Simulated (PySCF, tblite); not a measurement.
# C₄H₄F₃O₂S radical: geometry, infrared bands and EPR parameters

What infrared bands and EPR parameters should C₄H₄F₃O₂S radical (`[CH2]/C=C\S(=O)(=O)C(F)(F)F`) show?

The runs use tblite 0.8.0 and PySCF 2.14.0, with density-fitted response routines of our own; the level of theory stands in each step. All values are computed, except where a source is named. Atoms are numbered from 0 throughout.

## Step 1: Starting geometry

14 atoms, charge 0, multiplicity 2; geometry from: force field or distance geometry start.

Bonds of the start (Å): C0–C1 1.48, C1–C2 1.32, C2–S3 1.74, S3–O4 1.52, S3–O5 1.52, S3–C6 1.75, C6–F7 1.39, C6–F8 1.39, C6–F9 1.37, C0–H10 1.12, C0–H11 1.10, C1–H12 1.10, C2–H13 1.09.

## Step 2: Optimising the geometry with GFN2-xTB

Job settings and geometry (Å):

```
{"job": {"kind": "relax", "xc": "GFN2-xTB", "basis": "xTB"}, "charge": 0, "multiplicity": 2}
C      1.461500     1.181300    -0.259900
C      1.697900    -0.210300     0.180200
C      0.724500    -1.107900     0.148300
S     -0.890900    -0.773300    -0.413700
O     -1.679900    -2.057000    -0.224100
O     -0.958600    -0.539700    -1.910800
C     -1.757900     0.479700     0.452000
F     -3.010700     0.565300    -0.152700
F     -1.167000     1.716800     0.212700
F     -1.983400     0.242200     1.787100
H      2.098900     1.822900     0.400300
H      1.819500     1.320300    -1.294300
H      2.680300    -0.527600     0.568000
H      0.965100    -2.113200     0.484700
```

Started as:

```console
$ OMP_NUM_THREADS=1 python probes_run.py task.json out
```

This one command runs all jobs of the session in turn.

**Question.** This job is followed by: GFN2-xTB harmonic vibrations, gas phase; UKS B3LYP, pcH-1 on C F H O S, non-relativistic, mean-field spin-orbit, GIAO. What will the session give for the following? strongest single infrared mode (GFN2-xTB); zero-point energy (GFN2-xTB); g(iso) (B3LYP); ⟨S²⟩; largest a(iso) (averaged by class); potential on the surface of density 0.002 e/bohr³, 1st and 99th percentile.

The runs gave:

| quantity | value |
| --- | --- |
| strongest single infrared mode (GFN2-xTB) | 1290 cm⁻¹, 459 km/mol |
| zero-point energy (GFN2-xTB) | 49.0 kcal/mol |
| g(iso) (B3LYP) | 2.00247 |
| ⟨S²⟩ | 0.773 (exact 0.75) |
| largest a(iso) (averaged by class) | 13C on C2, 59.7 MHz |
| potential on the surface of density 0.002 e/bohr³, 1st and 99th percentile | -1.40 V and 1.59 V |

What this shows: The optimisation took 97 steps and gained 2.543 eV; among the close pairs (by a distance rule), S3–C6 changed most, from 1.752 to 1.905 Å. All 36 modes are real, so the xTB geometry is a minimum. The strongest single mode, at 1290 cm⁻¹, is spread over several atoms, S3, O4, O5 among them. GFN2-xTB is a fitted tight-binding method: band positions and strengths are rough. Its intensities can rank the bands wrongly. The largest spin populations lie on C0 (0.66 e), C2 (0.61 e). The isotropic g lies 0.1 ppt above the free-electron value. These values are for one conformer; the search (at its own cheap level) found 2 more, at 0.02, 2.17 kcal/mol (those within 0.05 may be mirror or relabelled copies), and measured spectra average over such forms.
